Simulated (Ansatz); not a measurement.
# ClH2OSSi radical: up Jacob's ladder to CCSD(T)

An exercise on one series of results from a longer session: the logs are not shown, and one member is left open.

Program: Ansatz 0.2.0, Gaussian basis. Level of theory: functionals in def2-TZVPP, the program's frozen cores in correlated methods. These are calculated values, not measurements.

Levels to be run: LDA (SPW92), PBE-D4, revPBE-D4, BLYP-D4, r2SCAN-D4, B97M-V, PBE0-D4, B3LYP-D4, r2SCANh-D4, r2SCAN0-D4, HSE06-D4, BHLYP-D4, CAM-B3LYP-D4, LC-ωPBE, ωB97X-V, ωB97M-V, B2PLYP, PBE-QIDH; CCSD(T)/def2-SVP; CCSD(T)/def2-TZVPP; MP2/def2-QZVPP; extrapolation to the limit; RPA on PBE.

## The relaxed structure

All runs share one geometry, relaxed beforehand with PBE0-D4 in a triple-zeta def2 set.

SMILES `O[SiH]([S])Cl`, 6 atoms, charge 0, spin multiplicity 2.

Atoms are counted from 1 here; the program's logs count them from 0.

Bond lengths: O1–Si2 1.627 Å, O1–H5 0.960 Å, Si2–S3 2.113 Å, Si2–Cl4 2.054 Å, Si2–H6 1.471 Å. Angles: Si2–O1–H5 117.9°, O1–Si2–S3 113.5°, O1–Si2–Cl4 112.7°, O1–Si2–H6 105.3°, S3–Si2–Cl4 101.4°, S3–Si2–H6 115.0°, Cl4–Si2–H6 109.2°.

Set-up of the first run:

Contents of in.yaml:

```yaml
crystal:
  periodic: [false, false, false]
  atoms:
    - {symbol: O, position_ang: [-1.095110, 0.265840, -0.773168]}
    - {symbol: Si, position_ang: [0.366332, 0.061960, -0.087040]}
    - {symbol: S, position_ang: [0.499569, 0.863927, 1.863232]}
    - {symbol: Cl, position_ang: [0.813211, -1.913404, 0.256287]}
    - {symbol: H, position_ang: [-1.870183, 0.042250, -0.252723]}
    - {symbol: H, position_ang: [1.328181, 0.615327, -1.052687]}
basis:
  gaussian: {orbitals: def2-TZVPP}
magnetization: {spin_polarized: true, initial_magnetization: 1}
hamiltonian: {xc: lda}
output: {orbitals: {seedname: orbitals}}
```

The run is started by

```
$ ansatz run in.yaml --threads 4 --pin off --events-out ev --progress --plain --max-ram 10444MiB
```

Steps of the session up to this table: LDA; PBE-D4 (GGA); revPBE-D4 (GGA); BLYP-D4 (GGA); r2SCAN-D4 (meta-GGA); B97M-V (meta-GGA); B3LYP-D4 (hybrid); r2SCANh-D4 (hybrid); r2SCAN0-D4 (hybrid); HSE06-D4 (hybrid); BHLYP-D4 (hybrid); CAM-B3LYP-D4 (range-separated); LC-ωPBE (range-separated); ωB97X-V (range-separated); ωB97M-V (range-separated); B2PLYP (double hybrid); PBE-QIDH (double hybrid).

One of the session's tables, all rows but one given; the rest of the session is left out.

It belongs to the step «Orbital energies across the functionals». 

```
  functional  HOMO (eV)  LUMO (eV)  gap (eV)
 LDA (SPW92)      -6.55      -6.37      0.18
      PBE-D4      -6.47      -5.93      0.54
   revPBE-D4      -6.42      -5.81      0.61
     BLYP-D4      -6.30      -5.85      0.45
   r2SCAN-D4      -6.81      -5.61      1.20
      B97M-V      -6.86      -5.78      1.09
     PBE0-D4      -7.79      -4.85      2.95
    B3LYP-D4      -7.53      -5.20      2.33
  r2SCANh-D4      -7.29      -5.20      2.08
  r2SCAN0-D4      -8.00      -4.59      3.41
    HSE06-D4      -7.39      -5.24      2.15
    BHLYP-D4      -8.94      -3.71      5.22
CAM-B3LYP-D4      -9.16      -3.73      5.43
     LC-ωPBE     -10.62      -2.28      8.34
     ωB97X-V          ?          ?         ?
     ωB97M-V     -10.00      -2.85      7.15
```

Estimate the missing values for ωB97X-V.

The run gave: HOMO (eV): -10.22; LUMO (eV): -2.76; gap (eV): 7.46. In the column «HOMO (eV)» it lies between LC-ωPBE (-10.62) and ωB97M-V (-10.00).
